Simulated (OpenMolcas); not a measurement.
**A workflow on Si**

Wanted: a series of 9 runs (ROHF/def2-SVP, CASSCF(4,4)/def2-SVP, CASPT2(4,4)/def2-SVP, CASPT2[IPEA 0](4,4)/def2-SVP, SC-NEVPT2(4,4)/def2-SVP, PC-NEVPT2(4,4)/def2-SVP, MC-PDFT[tPBE](4,4)/def2-SVP, MC-PDFT[ftPBE](4,4)/def2-SVP, and more) of Si. 

Program for the calculation: OpenMolcas 26.06.

50 further runs of the same task are left out: 50 set aside as unsound or not needed.

### 1 The energy at ROHF/def2-SVP (run 1)

Contents of mol.xyz:

```xyz
1

Si     0.000000     0.000000     0.000000
```

Contents of step1.inp:

```
&GATEWAY
 BasLib=$CurrDir
 Coord=mol.xyz
 Basis=def2-SVP
 Group=NoSym

&SEWARD

&SCF
 UHF
 Spin=3
 PrOrbitals=0

&RASSCF
 FileOrb=$Project.UnaOrb
 Spin=3
 Nactel=2 0 0
 Inactive=6
 Ras2=2
 OutOrbitals=Canonical
 OrbListing=Nothing
```

The basis set def2-SVP is read from a file made from the Basis Set Exchange's data (not shown).

Launch:

```console
$ export MOLCAS_MEM=1860
$ pymolcas step1.inp > step1.log
```

What it wrote:

```text
--- Start Module: gateway ---
[...]
--- Stop Module: gateway /rc=_RC_ALL_IS_WELL_ ---
[...]
      Basis functions           18
[...]
--- Start Module: scf ---
[...]
       Convergence after  19 Iterations
[...]
::    Total SCF energy                               -288.7531284762
[...]
      Total spin, S                                     1.0029663277
[...]
--- Stop Module: scf /rc=_RC_ALL_IS_WELL_ ---
[...]
--- Start Module: rasscf ---
[...]
      Number of active orbitals                  2
[...]
      Spin quantum number                      1.0
[...]
      Active orbitals                            2
[...]
      Number of CSFs                             1
[...]
      Number of root(s) required                 1
[...]
      Convergence after  7 iterations
[...]
      printout of CI-coefficients larger than  0.05 for root  1
      energy=    -288.749819
      conf/sym  11     Coeff  Weight
             1  uu   1.00000 1.00000
      Natural orbitals and occupation numbers for root  1
      sym 1:   1.000000   1.000000
      ************************************************************************************************************************
      *                                                    Final results                                                     *
[...]
::    RASSCF root number  1 Total energy:   -288.74981915
[...]
      Total electronic charge=   14.000000
      Total            charge=   -0.000000
[...]
      Dipole Moment (debye):
      Origin of the operator (angstrom)=    0.0000    0.0000    0.0000
                   X=  4.3230E-16               Y=  7.4237E-16               Z=  4.7805E-16           Total=  9.8312E-16
      Quadrupole Moment (debye*angstrom):
[...]
--- Stop Module: rasscf /rc=_RC_ALL_IS_WELL_ ---
[...]
```

Wall time 4.8 s (1 thread of Intel Xeon Platinum 8259CL at 2.50GHz (Skylake/Cascade Lake), shared host); peak memory 0.37 GiB.

### 2 The Si atom: a single-point energy at CASSCF(4,4)/def2-SVP (run 2)

mol.xyz is that of step 1.

Contents of step2.inp:

```
&gateway
 baslib = $CurrDir
 coord = mol.xyz
 basis = def2-SVP
 group = NoSym

&seward

&rasscf
 fileorb = $CurrDir/step1.RasOrb
 spin = 3
 nactel = 4 0 0
 inactive = 5
 ras2 = 4
 orblisting = Nothing
```

The basis set def2-SVP is read from a file made from the Basis Set Exchange's data (not shown).

Run the same way, it converges to -288.76293 Eh (log not shown).

Runs 3 to 7 aren't shown in full; the table further down has their settings and results.

### 3 The Si atom: the energy at MC-PDFT[ftPBE](4,4)/def2-SVP (run 8)

mol.xyz is that of step 2.

Contents of step8.input:

```
&GATEWAY
 BasLib = $CurrDir
 Coord = mol.xyz
 Basis = def2-SVP
 Group = NoSym

&SEWARD

&RASSCF
 FileOrb = $CurrDir/step2.RasOrb
 Spin = 3
 Nactel = 4 0 0
 Inactive = 5
 Ras2 = 4
 OrbListing = Nothing

&MCPDFT
 KSDFT = FT:PBE
```

The basis set def2-SVP is read from a file made from the Basis Set Exchange's data (not shown).

Run the same way, it converges to -289.18340 Eh (log not shown).

### 4 The Si atom: a single-point energy at MRCI(4,4)/def2-SVP (run 9)

mol.xyz is that of step 3.

Contents of step9.inp:

```
&gateway
baslib
$CurrDir
coord
mol.xyz
basis
def2-SVP
group
NoSym
&seward
&rasscf
fileorb
$CurrDir/step2.RasOrb
spin
3
nactel
4 0 0
inactive
5
ras2
4
orblisting
Nothing
&motra
lumorb
frozen
5
&guga
electrons
4
spin
3
inactive
0
active
4
ciall
1
&mrci
sdci
```

The basis set def2-SVP is read from a file made from the Basis Set Exchange's data (not shown).

Run the same way, it converges to -288.81516 Eh (log not shown).

### 5 Overview of the runs

| run | level | active rule | inactive | energy (Eh) | dipole moment (D) of the reference | wall time |
| --- | --- | --- | --- | --- | --- | --- |
| 1 | ROHF/def2-SVP | – | – | -288.749819 | 0.00 | 4.8 s |
| 2 | CASSCF(4,4)/def2-SVP | full valence | 5 | -288.762931 | 0.00 | 2.9 s |
| 3 | CASPT2(4,4)/def2-SVP | full valence | 5 | -288.799603 | 0.00 | 2.4 s |
| 4 | CASPT2[IPEA 0](4,4)/def2-SVP | full valence | 5 | -288.806299 | 0.00 | 4.2 s |
| 5 | SC-NEVPT2(4,4)/def2-SVP | full valence | 5 | -288.802254 | 0.00 | 2.5 s |
| 6 | PC-NEVPT2(4,4)/def2-SVP | full valence | 5 | -288.802372 | 0.00 | 2.5 s |
| 7 | MC-PDFT[tPBE](4,4)/def2-SVP | full valence | 5 | -289.118385 | 0.00 | 3.6 s |
| 8 | MC-PDFT[ftPBE](4,4)/def2-SVP | full valence | 5 | -289.183402 | 0.00 | 2.6 s |
| 9 | MRCI(4,4)/def2-SVP | full valence | 5 | -288.815157 | 0.00 | 2.9 s |

### 6 What came out

| quantity | value |
| --- | --- |
| Si atom, run 9: total energy | -288.81516 Eh |
| Si atom, run 9: dipole moment (CASSCF density) | 0.00 D |

Below the ROHF energy at the same shape and in the same basis (def2-SVP): CASSCF(4,4) -13.1 mEh; CASPT2(4,4) -49.8 mEh; CASPT2[IPEA 0](4,4) -56.5 mEh; SC-NEVPT2(4,4) -52.4 mEh; PC-NEVPT2(4,4) -52.6 mEh; MRCI(4,4) -65.3 mEh. Active-space methods hold only the correlation inside their space unless a perturbation or CI step follows. All runs together took 29 s, the longest 4.8 s.
